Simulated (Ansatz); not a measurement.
**Molecular dynamics of Cs$_{2}$NaAlF$_{6}$**

Input file:

```yaml
accuracy: low
crystal:
  lattice:
    - [8.925226, 0.0, 0.0]
    - [0.0, 8.925226, 0.0]
    - [0.0, 0.0, 8.925226]
  atoms:
    - { symbol: Cs, position: [0.75, 0.75, 0.75] }
    - { symbol: Cs, position: [0.25, 0.25, 0.25] }
    - { symbol: Na, position: [0.5, 0.5, 0.5] }
    - { symbol: Al, position: [0.0, 0.0, 0.0] }
    - { symbol: F, position: [0.212814, 0.5, 0.5] }
    - { symbol: F, position: [0.5, 0.5, 0.212814] }
    - { symbol: F, position: [0.787186, 0.5, 0.5] }
    - { symbol: F, position: [0.5, 0.212814, 0.5] }
    - { symbol: F, position: [0.5, 0.787186, 0.5] }
    - { symbol: F, position: [0.5, 0.5, 0.787186] }
    - { symbol: Cs, position: [0.25, 0.25, 0.75] }
    - { symbol: Cs, position: [0.75, 0.75, 0.25] }
    - { symbol: Na, position: [0.0, 0.0, 0.5] }
    - { symbol: Al, position: [0.5, 0.5, 0.0] }
    - { symbol: F, position: [0.712814, 0.0, 0.5] }
    - { symbol: F, position: [0.0, 0.0, 0.212814] }
    - { symbol: F, position: [0.287186, 0.0, 0.5] }
    - { symbol: F, position: [0.0, 0.712814, 0.5] }
    - { symbol: F, position: [0.0, 0.287186, 0.5] }
    - { symbol: F, position: [0.0, 0.0, 0.787186] }
    - { symbol: Cs, position: [0.25, 0.75, 0.25] }
    - { symbol: Cs, position: [0.75, 0.25, 0.75] }
    - { symbol: Na, position: [0.0, 0.5, 0.0] }
    - { symbol: Al, position: [0.5, 0.0, 0.5] }
    - { symbol: F, position: [0.712814, 0.5, 0.0] }
    - { symbol: F, position: [0.0, 0.5, 0.712814] }
    - { symbol: F, position: [0.287186, 0.5, 0.0] }
    - { symbol: F, position: [0.0, 0.212814, 0.0] }
    - { symbol: F, position: [0.0, 0.787186, 0.0] }
    - { symbol: F, position: [0.0, 0.5, 0.287186] }
    - { symbol: Cs, position: [0.75, 0.25, 0.25] }
    - { symbol: Cs, position: [0.25, 0.75, 0.75] }
    - { symbol: Na, position: [0.5, 0.0, 0.0] }
    - { symbol: Al, position: [0.0, 0.5, 0.5] }
    - { symbol: F, position: [0.212814, 0.0, 0.0] }
    - { symbol: F, position: [0.5, 0.0, 0.712814] }
    - { symbol: F, position: [0.787186, 0.0, 0.0] }
    - { symbol: F, position: [0.5, 0.712814, 0.0] }
    - { symbol: F, position: [0.5, 0.287186, 0.0] }
    - { symbol: F, position: [0.5, 0.0, 0.287186] }
basis:
  ecutwfc: 500.0
kpoints:
  mp_grid: { grid: [1, 1, 1] }
hamiltonian:
  xc: r2scan
scf:
  occupations: { method: fermi_dirac, width: 0.05 }
  lower_state_search: "off"
md:
  timestep: 2
  n_steps: 170
  ensemble: nvt_langevin
  temperature: 900.0
  initial_velocities: maxwell_boltzmann
  seed: 832239
  friction: 0.02
```

Launched with:

```bash
$ ansatz run input.yaml --threads 4 --pin off --max-ram 10240MiB --backend cpu --events-out ev --progress --plain --runs-dir out
```

It starts from an unrelaxed structure (largest force component 0.71 eV/Å).

Output, in part (step lines):

```
md step     0: t =     0.00 fs  T =   877.5 K  F+E_penalty+E_count = -73103.55070939 eV  E_kin = 4.537026 eV  (7 SCF iters)
md step     1: t =     2.00 fs  T =   937.7 K  F+E_penalty+E_count = -73103.62457542 eV  E_kin = 4.848404 eV  (8 SCF iters)
md step     2: t =     4.00 fs  T =   863.5 K  F+E_penalty+E_count = -73103.61747732 eV  E_kin = 4.464653 eV  (8 SCF iters)
md step     3: t =     6.00 fs  T =   836.6 K  F+E_penalty+E_count = -73103.52302348 eV  E_kin = 4.325598 eV  (8 SCF iters)
md step     4: t =     8.00 fs  T =   896.4 K  F+E_penalty+E_count = -73103.35117222 eV  E_kin = 4.634638 eV  (8 SCF iters)
md step     5: t =    10.00 fs  T =   870.2 K  F+E_penalty+E_count = -73103.11054746 eV  E_kin = 4.499106 eV  (6 SCF iters)
md step     6: t =    12.00 fs  T =   819.2 K  F+E_penalty+E_count = -73102.81465391 eV  E_kin = 4.235718 eV  (6 SCF iters)
md step     7: t =    14.00 fs  T =   677.2 K  F+E_penalty+E_count = -73102.49120168 eV  E_kin = 3.501284 eV  (7 SCF iters)
[... lines left out ...]
```

The steps, from the saved trajectory:

| time (fs) | T (K) | potential energy less start (eV) |
| --- | --- | --- |
| 0 | 878 | 0.000 |
| 10 | 870 | 0.440 |
| 20 | 620 | 1.659 |
| 30 | 602 | 1.851 |
| 40 | 573 | 2.275 |
| 50 | 748 | 2.478 |
| 60 | 729 | 2.480 |
| 70 | 734 | 2.718 |
| 80 | 799 | 2.641 |
| 90 | 793 | 2.644 |
| 100 | 782 | 3.122 |
| 110 | 858 | 2.968 |
| 120 | 751 | 3.549 |
| 130 | 637 | 4.056 |
| 140 | 709 | 3.559 |
| 150 | 793 | 3.006 |
| 160 | 1010 | 2.849 |
| 170 | 1022 | 2.996 |
| 180 | 891 | 3.332 |
| 190 | 789 | 3.849 |
| 200 | 885 | 3.979 |
| 210 | 817 | 3.813 |
| 220 | 979 | 3.447 |
| 230 | 850 | 3.188 |
| 240 | 700 | 3.476 |
| 250 | 807 | 3.583 |
| 260 | 913 | 3.581 |
| 270 | 881 | 3.970 |
| 280 | 848 | 3.908 |
| 290 | 963 | 3.244 |
| 300 | 942 | 3.245 |
| 310 | 745 | 3.884 |
| 320 | 729 | 4.424 |
| 330 | 956 | 4.277 |
| 340 | 1056 | 3.929 |

The run went to its last step. A run of 0.34 ps of so small a system gives no equilibrium averages. Limits of this set-up: coarse k mesh, low accuracy level.

Mean squared displacements from the first frame to the last, about the centre of mass: Cs 0.13 Å², Na 0.17 Å², Al 0.08 Å², F 0.14 Å².

Last frame:

```xyz
40
Lattice="8.9252 0.0000 0.0000 0.0000 8.9252 0.0000 0.0000 0.0000 8.9252" Properties=species:S:1:pos:R:3
Cs 6.564 6.609 7.001
Cs 2.421 2.115 2.378
Na 4.821 4.630 4.793
Al 0.365 0.103 -0.068
F 1.972 4.271 4.425
F 4.849 4.118 1.448
F 7.153 4.858 4.750
F 4.487 1.523 4.329
F 4.600 6.823 5.050
F 4.596 4.354 6.961
Cs 2.321 2.243 6.739
Cs 7.081 7.105 1.880
Na 0.496 0.132 4.948
Al 4.508 4.290 -0.127
F 6.307 -0.265 4.957
F 0.245 0.155 1.729
F 2.783 -0.217 4.587
F 0.191 6.587 4.317
F 0.193 2.804 4.625
F 0.558 0.002 7.110
Cs 2.713 6.867 2.383
Cs 6.927 2.320 6.671
Na -0.046 4.391 -0.182
Al 4.592 -0.238 4.745
F 6.420 4.343 -0.120
F 0.253 4.738 6.320
F 2.644 4.366 0.026
F 0.381 2.185 -0.121
F 0.299 7.164 -0.145
F -0.267 4.466 2.841
Cs 6.651 2.228 1.976
Cs 2.265 6.457 7.028
Na 4.539 -0.220 -0.145
Al 0.215 4.707 4.523
F 2.186 -0.126 0.154
F 4.409 0.208 6.615
F 7.492 0.047 -0.258
F 4.471 6.353 0.170
F 4.248 2.389 -0.149
F 4.693 -0.366 2.741
```

The run took 20 min on 4 threads of Intel(R) Xeon(R) Platinum 8488C (Sapphire Rapids), with other jobs on the host, peak memory 1.5 GiB.
